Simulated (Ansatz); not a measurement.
# ZrHCl+ (doublet): wave-function methods side by side, def2-TZVPP

An exercise on one series of results from a longer session: the logs are not shown, and one member is left open.

The runs use Ansatz 0.2.0, Gaussian basis; def2-TZVPP, core rule «outside noble gas», up to 9 orbitals frozen.

Plan: UHF; ROHF; CCSD(T) on UHF.

2 further runs of the same task are left out: 2 set aside as unsound or not needed.

## The system

The geometry is a PBE0/def2-TZVP stationary point (not a proven minimum) of the parent state, kept for this charge and spin. No spin-orbit coupling is included. Elements past krypton take def2 core potentials.

3 atoms, charge 1, spin multiplicity 2.

Atoms are counted from 1 here; the program's logs count them from 0.

Bond lengths: Zr1–Cl2 2.379 Å, Zr1–H3 1.933 Å. Angles: Cl2–Zr1–H3 180.0°.

Set-up of the first run:

Contents of in.yaml:

```yaml
crystal:
  periodic: [false, false, false]
  atoms:
    - {symbol: Zr, position_ang: [0.000000, 0.000000, 0.148733]}
    - {symbol: Cl, position_ang: [0.000000, 0.000000, -2.230367]}
    - {symbol: H, position_ang: [0.000000, 0.000000, 2.081633]}
basis:
  gaussian: {orbitals: def2-TZVPP}
total_charge: 1
magnetization: {spin_polarized: true, initial_magnetization: 1}
hamiltonian: {xc: hf}
output: {orbitals: {seedname: orbitals}}
```

On the command line:

```bash
> ansatz run in.yaml --threads 1 --pin off --events-out ev --progress --plain --max-ram 4096MiB --backend cpu
```

Steps of the session up to this table: UHF; ROHF; CCSD(T) on UHF.

One table of the session follows, with a row left open; its other results are not shown here.

It belongs to the step «Misses and costs». 

```
  method  from UCCSD(T) (meV)
    ROHF                    ?
     UHF              +7771.3
    UMP2               +992.3
   UCCSD               +338.2
UCCSD(T)                    0
```

Q: Estimate the row for ROHF from the others.

As computed: from UCCSD(T) (meV): +7847.3. In the column «from UCCSD(T) (meV)» it is the highest.
